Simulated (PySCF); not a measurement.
# CeH12O6 (Ce(H2O)64+): the cost of one run

Program: PySCF 2.14.0. Level of theory: several levels, as the steps say, no spin–orbit coupling. These are calculated values, not measurements.

3 further runs of the same task are left out: 2 for a known fault of the program, 1 that didn't finish.

## 1. The system as given

19 atoms, charge 4, spin multiplicity 1.

Bond lengths: Ce1–O2 2.349 Å, Ce1–O5 2.349 Å, Ce1–O8 2.348 Å, Ce1–O11 2.348 Å, Ce1–O14 2.348 Å, Ce1–O17 2.348 Å, O2–H3 1.001 Å, O2–H4 1.001 Å, O5–H6 1.001 Å, O5–H7 1.001 Å, O8–H9 1.002 Å, O8–H10 1.002 Å, O11–H12 1.001 Å, O11–H13 1.001 Å, O14–H15 1.002 Å, O14–H16 1.002 Å, O17–H18 1.001 Å, O17–H19 1.001 Å. Angles: O2–Ce1–O5 180.0°, O2–Ce1–O8 90.0°, O2–Ce1–O11 90.0°, O2–Ce1–O14 90.0°, O2–Ce1–O17 90.0°, O5–Ce1–O8 90.0°, O5–Ce1–O11 90.0°, O5–Ce1–O14 90.0°, O5–Ce1–O17 90.0°, O8–Ce1–O11 90.0°, O8–Ce1–O14 180.0°, O8–Ce1–O17 90.0°, O11–Ce1–O14 90.0°, O11–Ce1–O17 180.0°, O14–Ce1–O17 90.0°, Ce1–O2–H3 128.7°, Ce1–O2–H4 128.7°, H3–O2–H4 102.6° and more.

Coordinates:

```xyz
19
CeH12O6
Ce    0.0000    0.0000    0.0000
O     0.0000    0.0000    2.3485
H     0.0075    0.7811    2.9748
H    -0.0075   -0.7811    2.9748
O     0.0000    0.0000   -2.3485
H     0.0075   -0.7811   -2.9748
H    -0.0075    0.7811   -2.9748
O     2.3483    0.0000    0.0000
H     2.9747   -0.0114    0.7815
H     2.9747    0.0114   -0.7815
O     0.0000    2.3485    0.0000
H     0.7807    2.9747   -0.0205
H    -0.7807    2.9747    0.0205
O    -2.3483    0.0000    0.0000
H    -2.9747    0.0114    0.7815
H    -2.9747   -0.0114   -0.7815
O     0.0000   -2.3485    0.0000
H    -0.7807   -2.9747   -0.0205
H     0.7807   -2.9747    0.0205
```

Formal oxidation states: Ce +4. The 4f shell is empty and lies in the core potential. An earlier session relaxed this geometry at PBE, Ce lcecp-2-SVP with ECP46, O def2-SVP, H def2-SVP (singlet, point group T).

At PBE on the finer grid: E = -494.730697 Eh, frontier levels not given, since the 4f levels lie in the core, Mulliken charge on Ce1 +1.69 e, largest force component 0.014 eV/Å. The large-core potential holds the 4f shell empty.

Levels to run: revPBE; PBE0; wB97X; HF; PBE, TZVP. Hardware: 4 threads of Intel Xeon, shared host.

## 2. revPBE

File run.py (the lines that set the calculation):

```python
mol = gto.M(atom='''
Ce     0.00000     0.00000     0.00000
O      0.00000     0.00000     2.34850
H      0.00753     0.78109     2.97482
H     -0.00753    -0.78109     2.97482
O      0.00000     0.00000    -2.34850
H      0.00753    -0.78109    -2.97482
H     -0.00753     0.78109    -2.97482
O      2.34828     0.00000     0.00000
H      2.97466    -0.01137     0.78149
H      2.97466     0.01137    -0.78149
O      0.00000     2.34845     0.00000
H      0.78066     2.97471    -0.02053
H     -0.78066     2.97471     0.02053
O     -2.34828     0.00000     0.00000
H     -2.97466     0.01137     0.78149
H     -2.97466    -0.01137    -0.78149
O      0.00000    -2.34845     0.00000
H     -0.78066    -2.97471    -0.02053
H      0.78066    -2.97471     0.02053''',
    basis={'Ce': 'lcecp-2-SVP', 'O': 'def2-SVP', 'H': 'def2-SVP'},
    ecp={'Ce': 'lcecp-2-SVP'},
    charge=4, spin=0)
mf = dft.RKS(mol, xc='PBE_R,PBE')
mf.grids.atom_grid = (75, 302)  # f atoms: unpruned, at least (60, 302)
mf = mf.density_fit()  # fitting sets: Ce AutoAux, O def2-universal-JKFIT, H def2-universal-JKFIT
mf.conv_tol = 1e-08; mf.max_cycle = 55
mf.kernel(dm0)  # dm0: the density of the relaxed state
```

On the command line:

```bash
> OMP_NUM_THREADS=4 python run.py
```

**Question.** How long does this run take on 4 threads of Intel Xeon, shared host?

About 26 s.
